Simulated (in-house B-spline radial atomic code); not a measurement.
# Au⁵⁺: excited configurations

Aim: the energies of several excited configurations of Au⁵⁺ above a reference configuration, each from its own self-consistent run.

The numbers are computed with in-house B-spline radial atomic code version 1 (scalar-relativistic (spin-free one-electron X2C) PBE0, spin-polarised, spherical density, exact exchange averaged over the configuration, Fermi nucleus, basis-set limit), except any that are marked as measured or tabulated.

### Step 1. The system

* element: gold (Z = 79)
* charge: +5
* electrons: 74
* configuration: [Xe] 4f14 5d6
* Hamiltonian: scalar-relativistic (X2C)
* nucleus: Fermi, rms radius 5.437 fm

The outer shells:

[Xe] 4f14 5d6
```
[Xe] core
4f [↑↓][↑↓][↑↓][↑↓][↑↓][↑↓][↑↓]
5d [↑↓][↑ ][↑ ][↑ ][↑ ]
```

Where spins are not typed, each open shell is filled with up spins first.

Input settings:

```ini
Z = 79
electrons = 74.0
configuration = [Xe] 4f14 5d6
hamiltonian = x2c
method = pbe0
spin_polarised = True
nucleus = fermi
rms_radius = 5.4371
mass_number = 197
atomic_mass = 196.966570103
speed_of_light = 137.035999084
exact_exchange = averaged over the configuration
```

The reference is known from an earlier run: -19008.274024 hartree in all. Up to eight levels, counted from the top:

```csv
orbital,occupation,energy (eV),<r> (bohr)
5s up,1,-183.82,0.9246
5s down,1,-180.27,0.9184
4f up,7,-157.58,0.4976
4f down,7,-156.93,0.4953
5p up,3,-133.95,1.048
5p down,3,-129.31,1.042
5d up,5,-73.949,1.333
5d down,1,-70.214,1.342
```

### Step 2. Configuration [Xe] 4f13 5d6 5f1

Input settings:

```ini
Z = 79
electrons = 74.0
configuration = [Xe] 4f13 5d6 5f1
hamiltonian = x2c
method = pbe0
spin_polarised = True
nucleus = fermi
rms_radius = 5.4371
mass_number = 197
atomic_mass = 196.966570103
speed_of_light = 137.035999084
exact_exchange = averaged over the configuration
```

On the command line:

```bash
$ python run_scf.py task.json out
```

The settings of every run stand in task.json; they run in order.

### Step 3. [Xe] 4f14 5d5 6f1

The settings differ from step 2 so:

```diff
@@ -2,3 +2,3 @@
 electrons = 74.0
-configuration = [Xe] 4f13 5d6 5f1
+configuration = [Xe] 4f14 5d5 6f1
 hamiltonian = x2c
```

### Step 4. Configuration [Xe] 4f13 5d6 6s1

The settings differ from step 3 so:

```diff
@@ -2,3 +2,3 @@
 electrons = 74.0
-configuration = [Xe] 4f14 5d5 6f1
+configuration = [Xe] 4f13 5d6 6s1
 hamiltonian = x2c
```

### Step 5. Run with [Kr] 4d10 4f14 5s2 5p5 5d6 6s1

The settings differ from step 4 so:

```diff
@@ -2,3 +2,3 @@
 electrons = 74.0
-configuration = [Xe] 4f13 5d6 6s1
+configuration = [Kr] 4d10 4f14 5s2 5p5 5d6 6s1
 hamiltonian = x2c
```

### Step 6. Run with [Kr] 4d9 4f14 5s2 5p6 5d6 6d1

The settings differ from step 5 so:

```diff
@@ -2,3 +2,3 @@
 electrons = 74.0
-configuration = [Kr] 4d10 4f14 5s2 5p5 5d6 6s1
+configuration = [Kr] 4d9 4f14 5s2 5p6 5d6 6d1
 hamiltonian = x2c
```

### Step 7. Configuration [Kr] 4d10 4f14 5s2 5p5 5d7

The settings differ from step 6 so:

```diff
@@ -2,3 +2,3 @@
 electrons = 74.0
-configuration = [Kr] 4d9 4f14 5s2 5p6 5d6 6d1
+configuration = [Kr] 4d10 4f14 5s2 5p5 5d7
 hamiltonian = x2c
```

Q: How far above the reference does each configuration lie (order and size, in eV)?

As calculated:

| net move | configuration | 2|M_S|+1 | energy above the reference (eV) | largest <r> (bohr) |
| --- | --- | --- | --- | --- |
| 5d → 6f | [Xe] 4f14 5d5 6f1 | 7 | 53.038 | 4.52 |
| 5p → 5d | [Kr] 4d10 4f14 5s2 5p5 5d7 | 5 | 58.959 | 1.34 |
| 5p → 6s | [Kr] 4d10 4f14 5s2 5p5 5d6 6s1 | 7 | 70.659 | 2.01 |
| 4f → 6s | [Xe] 4f13 5d6 6s1 | 7 | 100.75 | 2.00 |
| 4f → 5f | [Xe] 4f13 5d6 5f1 | 7 | 129.53 | 2.28 |
| 4d → 6d | [Kr] 4d9 4f14 5s2 5p6 5d6 6d1 | 7 | 378.64 | 3.01 |

**Reading.** The lowest of them is 5d → 6f at 53.038 eV and the highest 4d → 6d at 378.64 eV. 2 of them lie more than 60 % above minus the reference's highest level (70.214 eV), in the range where a state can decay by emitting an electron. Two partly filled shells share a symmetry and can mix in the average, which may lower the energy, for: 4d → 6d. The reference has 2|M_S|+1 = 5; 5 of the configurations differ from it in spin. These are spherical averages at the typed spins, not spectroscopic levels.
